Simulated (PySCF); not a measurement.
# A diatomic session: RbMg+

An exercise on one series of results from a longer session: the logs are not shown, and one member is left open.

Computed with PySCF 2.14.0. Level: Rb def2-SVP with ECP28, Mg def2-SVP, scalar-relativistic core potentials.

The first run:

A driver script around PySCF takes these settings:

| Item | Value |
| --- | --- |
| atoms | Rb, Mg |
| charge | 1 |
| basis | Rb def2-SVP with ECP28, Mg def2-SVP |
| Hamiltonian | scalar-relativistic core potentials |
| basis functions | 42 |
| electrons treated | 20 |
| masses in u | 84.9118, 23.9850 |
| levels | PBE0, PBE, r²SCAN, r²SCAN0, r²SCANh, BHandHLYP, HF, MP2, SCS-MP2, CCSD, CCSD(T) |
| grid | 80 radial by 434 angular points |
| occupations | held fixed by the projection of orbital angular momentum |
| dissociation limit | Rb+ + Mg, each in its ground configuration |
| starting distance in angstrom | 3.515 |
| values of 2S to try | 0, 2 |

Launch:

```
OMP_NUM_THREADS=1 python dia.py task.json out
```

Steps of the session up to this table: The job; PBE0 along the bond; Higher solutions at PBE0; PBE (GGA); r²SCAN (meta-GGA); r²SCAN0; r²SCANh (hybrid meta-GGA); BHandHLYP (global hybrid GGA); RHF (mean field); Correlated methods on the Hartree–Fock reference.

One of the session's tables, all rows but one given; the rest of the session is left out.

| level | Re (Å) | ωe (cm⁻¹) | De (eV) |
| --- | --- | --- | --- |
| RHF | 4.218 | 69.2 | 0.206 |
| RHF-MP2 | 4.042 | 80.4 | 0.263 |
| RHF-SCS-MP2 | 4.068 | 78.6 | 0.251 |
| RHF-CCSD | 4.053 | 79.7 | 0.252 |
| RHF-CCSD(T) | 4.041 | 80.5 | 0.257 |
| PBE | 3.955 | 83.5 | 0.305 |
| r²SCAN | ? | ? | ? |
| r²SCANh | 4.027 | 80.0 | 0.255 |
| PBE0 | 3.970 | 83.2 | 0.285 |
| r²SCAN0 | 4.014 | 80.7 | 0.257 |
| BHandHLYP | 4.012 | 79.5 | 0.254 |

Q: Estimate the row for r²SCAN from the others.

**Answer.** Re (Å): 4.036; ωe (cm⁻¹): 79.6; De (eV): 0.254. In the column «Re (Å)» it lies between r²SCANh (4.027) and RHF-CCSD(T) (4.041).

De is counted to Rb+ + Mg in their ground configurations.

Caveats from the session: The bond is weak, and basis-set superposition, which was not computed, may be a sizeable part of it.
